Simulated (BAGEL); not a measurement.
**BBr2F (dibromofluoroborane) at 4 levels**

Wanted: a comparison of 4 runs (B3LYP/cc-pVDZ, PBE0/cc-pVDZ, B3LYP/6-31G*, RI-MP2/cc-pVDZ) of BBr2F (dibromofluoroborane). 

The calculation is run with BAGEL 1.2.2.

6 further runs of the same task are left out: 6 set aside as unsound or not needed.

## 1. The structure to begin with

The species is BBr2F (4 atoms), meant as a singlet with charge 0. As SMILES, `FB(Br)Br`. The coordinates come from a PBE0-D4/def2-TZVP relaxation.

Bond lengths: F1–B2 1.307 Å, B2–Br3 1.901 Å, B2–Br4 1.901 Å. Angles: F1–B2–Br3 119.1°, F1–B2–Br4 119.1°, Br3–B2–Br4 121.7°.

## 2. The energy at B3LYP/cc-pVDZ (density fitting with cc-pvqz-jkfit) (run 1)

job.json

```json
{ "bagel": [

{
  "title": "molecule",
  "basis": "cc-pvdz.json",
  "df_basis": "cc-pvqz-jkfit",
  "angstrom": "true",
  "geometry": [
    { "atom": "F", "xyz": [    1.316550,    0.465960,    0.364370 ] },
    { "atom": "B", "xyz": [    0.123960,    0.043770,    0.034160 ] },
    { "atom": "Br", "xyz": [   -0.483040,   -1.629420,    0.701450 ] },
    { "atom": "Br", "xyz": [   -0.957470,    1.119690,   -1.099980 ] }
  ]
},
{ "title": "ks", "xc_func": "b3lyp" },
{ "title": "print", "file": "orbitals.molden", "orbitals": "true" }

]}
```

The basis set cc-pVDZ is read from a file made from the Basis Set Exchange's data (not shown).

Started as:

```sh
BAGEL_NUM_THREADS=1 BAGEL job.json > job.out
```

The log of the run:

```text
* using 1 threads per process

  ===============================================================
  ===============================================================

  *** Geometry ***

  { "atom" : "F", "xyz" : [      2.487919,      0.880537,      0.688560 ] },
  { "atom" : "B", "xyz" : [      0.234250,      0.082713,      0.064553 ] },
  { "atom" : "Br", "xyz" : [     -0.912813,     -3.079158,      1.325548 ] },
  { "atom" : "Br", "xyz" : [     -1.809356,      2.115907,     -2.078661 ] },

  Number of auxiliary basis functions:      648

  Since a DF basis is specified, we compute 2- and 3-index integrals:
    o Being stored without compression. Storage requirement is 0.035 GB

  Number of basis functions:       82
  Number of electrons      :       84

    * METHOD: MOLECULE                             0.44

  *** Kohn-Sham DFT ***

    * Removing 6445 points whose weight is below 1.00e-10
    * Grid points: 53179

  === Nuclear Repulsion ===
   430.6630164203

       - DIIS with orbital gradients will be used.

  === KS iteration (b3lyp / cc-pvdz.json) ===
      0      -5244.00099874          0.09653965           0.40
      1      -5203.55465745          0.24099259           0.39
      2      -5230.87483074          0.09189216           0.39
      3      -5217.83396182          0.15097439           0.39
      4      -5250.81950396          0.11824379           0.39
      5      -5258.67777117          0.10505787           0.39
      6      -5259.50301720          0.10348493           0.38
      7      -5261.18560701          0.09965942           0.38
      8      -5234.52685463          0.10815245           0.39
      9      -5270.60630822          0.05196918           0.39
     10      -5270.83488229          0.05103463           0.39
     11      -5270.32620755          0.05483747           0.39
     12      -5271.62446341          0.03995581           0.39
     13      -5272.33327567          0.03178692           0.37
     14      -5273.04522742          0.01088690           0.39
     15      -5273.13566997          0.00126827           0.39
     16      -5273.13712182          0.00067730           0.39
     17      -5273.13747792          0.00021813           0.37
     18      -5273.13751467          0.00006116           0.37
     19      -5273.13751750          0.00001793           0.39
     20      -5273.13751784          0.00000291           0.39
     21      -5273.13751785          0.00000098           0.39
     22      -5273.13751785          0.00000053           0.39
     23      -5273.13751785          0.00000022           0.39
     24      -5273.13751785          0.00000007           0.39
     25      -5273.13751785          0.00000003           0.39
     26      -5273.13751785          0.00000001           0.38
    * SCF iteration converged.

    * Permanent dipole moment:
           (    0.078656,     0.027936,     0.021871) a.u.

    * METHOD: KS                                  10.66

    * METHOD: PRINT                                0.01

  ===============================================================
```

It took 11 s on 1 thread of Arm Neoverse V2, shared host; peak memory 0.29 GiB.

## 3. The energy at PBE0/cc-pVDZ (density fitting with cc-pvqz-jkfit) (run 2)

input.json

```json
{ "bagel": [

{
  "title": "molecule",
  "basis": "cc-pvdz.json",
  "df_basis": "cc-pvqz-jkfit",
  "angstrom": true,
  "geometry": [
    { "atom": "F", "xyz": [       1.316550,       0.465960,       0.364370 ] },
    { "atom": "B", "xyz": [       0.123960,       0.043770,       0.034160 ] },
    { "atom": "Br", "xyz": [      -0.483040,      -1.629420,       0.701450 ] },
    { "atom": "Br", "xyz": [      -0.957470,       1.119690,      -1.099980 ] }
  ]
},

{ "title": "ks", "xc_func": "pbe0" },

{ "title": "print", "file": "orbitals.molden", "orbitals": true }

]}
```

The basis set cc-pVDZ is read from a file made from the Basis Set Exchange's data (not shown).

Started as:

```sh
BAGEL_NUM_THREADS=1 BAGEL input.json > input.out
```

The log of the run:

```text
* using 1 threads per process

  ===============================================================
  ===============================================================

  *** Geometry ***

  { "atom" : "F", "xyz" : [      2.487919,      0.880537,      0.688560 ] },
  { "atom" : "B", "xyz" : [      0.234250,      0.082713,      0.064553 ] },
  { "atom" : "Br", "xyz" : [     -0.912813,     -3.079158,      1.325548 ] },
  { "atom" : "Br", "xyz" : [     -1.809356,      2.115907,     -2.078661 ] },

  Number of auxiliary basis functions:      648

  Since a DF basis is specified, we compute 2- and 3-index integrals:
    o Being stored without compression. Storage requirement is 0.035 GB

  Number of basis functions:       82
  Number of electrons      :       84

    * METHOD: MOLECULE                             0.42

  *** Kohn-Sham DFT ***

    * Removing 6445 points whose weight is below 1.00e-10
    * Grid points: 53179

  === Nuclear Repulsion ===
   430.6630164203

       - DIIS with orbital gradients will be used.

  === KS iteration (pbe0 / cc-pvdz.json) ===
      0      -5243.29307295          0.09662366           0.38
      1      -5206.22751087          0.23114295           0.36
      2      -5230.26147432          0.09231909           0.36
      3      -5219.28946319          0.14354197           0.36
      4      -5253.61407438          0.11088638           0.36
      5      -5261.64898369          0.09481476           0.37
      6      -5265.79424640          0.08174698           0.39
      7      -5264.29794592          0.08729396           0.39
      8      -5241.43601574          0.11479634           0.36
      9      -5270.80298836          0.04069018           0.36
     10      -5272.20342112          0.01351745           0.36
     11      -5272.26492760          0.01014426           0.36
     12      -5272.35942003          0.00122867           0.35
     13      -5272.36036752          0.00088367           0.34
     14      -5272.36087407          0.00009715           0.35
     15      -5272.36087956          0.00003573           0.35
     16      -5272.36088066          0.00000759           0.34
     17      -5272.36088072          0.00000192           0.38
     18      -5272.36088073          0.00000075           0.37
     19      -5272.36088073          0.00000033           0.38
     20      -5272.36088073          0.00000010           0.38
     21      -5272.36088073          0.00000007           0.38
     22      -5272.36088073          0.00000002           0.38
     23      -5272.36088073          0.00000000           0.38
    * SCF iteration converged.

    * Permanent dipole moment:
           (    0.070497,     0.025064,     0.019607) a.u.

    * METHOD: KS                                   9.06

    * METHOD: PRINT                                0.01

  ===============================================================
```

Run time: 9.9 s. Hardware: 1 thread of Arm Neoverse V2, shared host; peak memory 0.29 GiB.

Run 3 isn't shown in full; the table further down has it.

## 4. The energy at RI-MP2/cc-pVDZ (density fitting with cc-pvqz-jkfit) (run 4)

input.json

```json
{ "bagel" : [

{
  "title" : "molecule",
  "basis" : "cc-pvdz.json",
  "df_basis" : "cc-pvqz-jkfit",
  "angstrom" : true,
  "geometry" : [
    { "atom" : "F", "xyz" : [    1.316550,    0.465960,    0.364370 ] },
    { "atom" : "B", "xyz" : [    0.123960,    0.043770,    0.034160 ] },
    { "atom" : "Br", "xyz" : [   -0.483040,   -1.629420,    0.701450 ] },
    { "atom" : "Br", "xyz" : [   -0.957470,    1.119690,   -1.099980 ] }
  ]
},
{
  "title" : "hf"
},
{
  "title" : "mp2",
  "ncore" : 20
}

]}
```

The basis set cc-pVDZ is read from a file made from the Basis Set Exchange's data (not shown).

Started as:

```sh
BAGEL_NUM_THREADS=1 BAGEL input.json > input.out
```

The log of the run:

```text
* using 1 threads per process

  ===============================================================
  ===============================================================

  *** Geometry ***

  { "atom" : "F", "xyz" : [      2.487919,      0.880537,      0.688560 ] },
  { "atom" : "B", "xyz" : [      0.234250,      0.082713,      0.064553 ] },
  { "atom" : "Br", "xyz" : [     -0.912813,     -3.079158,      1.325548 ] },
  { "atom" : "Br", "xyz" : [     -1.809356,      2.115907,     -2.078661 ] },

  Number of auxiliary basis functions:      648

  Since a DF basis is specified, we compute 2- and 3-index integrals:
    o Being stored without compression. Storage requirement is 0.035 GB

  Number of basis functions:       82
  Number of electrons      :       84

    * METHOD: MOLECULE                             0.44

  *** RHF ***

  === Nuclear Repulsion ===
   430.6630164203

      * DIIS with orbital gradients will be used.

  === RHF iteration (cc-pvdz.json) ===
      0      -5268.92305828          0.01060745           0.19
      1      -5268.99178613          0.00741212           0.19
      2      -5269.03076384          0.00080467           0.19
      3      -5269.03158645          0.00011852           0.19
      4      -5269.03160561          0.00003509           0.19
      5      -5269.03160737          0.00000858           0.19
      6      -5269.03160746          0.00000269           0.19
      7      -5269.03160747          0.00000128           0.19
      8      -5269.03160747          0.00000043           0.19
      9      -5269.03160747          0.00000013           0.18
     10      -5269.03160747          0.00000003           0.18
     11      -5269.03160747          0.00000001           0.18
    * SCF iteration converged.

    * Permanent dipole moment:
           (    0.092006,     0.032720,     0.025631) a.u.

    * METHOD: HF                                   2.53

  *** RHF ***

  === Nuclear Repulsion ===
   430.6630164203

      * DIIS with orbital gradients will be used.

  === RHF iteration (cc-pvdz.json) ===
      0      -5269.03160747          0.00000000           0.18
    * SCF iteration converged.

    * Permanent dipole moment:
           (    0.092007,     0.032720,     0.025632) a.u.

  === DF-MP2 calculation ===

    * freezing 20 orbitals
    * 3-index integral transformation done
    * assembly done

      MP2 correlation energy:   -0.5231715171      0.06

      MP2 total energy:       -5269.5547789893

    * METHOD: MP2                                  0.42

  ===============================================================
```

Run time: 3.6 s. Hardware: 1 thread of Arm Neoverse V2, shared host; peak memory 0.17 GiB.

## 5. All runs side by side

```csv
run,level,frozen core orbitals,energy (Eh),dipole moment (D),HOMO energy (eV),LUMO energy (eV),wall time
1,B3LYP/cc-pVDZ (density fitting with cc-pvqz-jkfit),–,-5273.137518,0.22,-8.17,-1.27,11 s
2,PBE0/cc-pVDZ (density fitting with cc-pvqz-jkfit),–,-5272.360881,0.20,-8.52,-1.15,9.9 s
3,"B3LYP/6-31G* (density fitting with cc-pvqz-jkfit, spherical functions)",–,-5272.564486,0.01,-8.24,-1.31,12 s
4,RI-MP2/cc-pVDZ (density fitting with cc-pvqz-jkfit),20,-5269.554779,–,–,–,3.6 s
```

## 6. What came out

| quantity | value |
| --- | --- |
| run 4: total energy | -5269.55478 Eh |
| run 4: correlation energy (20 core orbitals frozen) | -523.2 mEh |

What this shows: Over runs 1, 2, 3 the dipole moment (its size) runs from 0.01 D (B3LYP/6-31G*) to 0.22 D (B3LYP/cc-pVDZ). Over runs 1, 2, 3 the HOMO–LUMO gap runs from 6.90 eV (B3LYP/cc-pVDZ) to 7.37 eV (PBE0/cc-pVDZ). Totals of different functionals can't be ranked against each other. All runs together took 37 s, the longest 12 s.
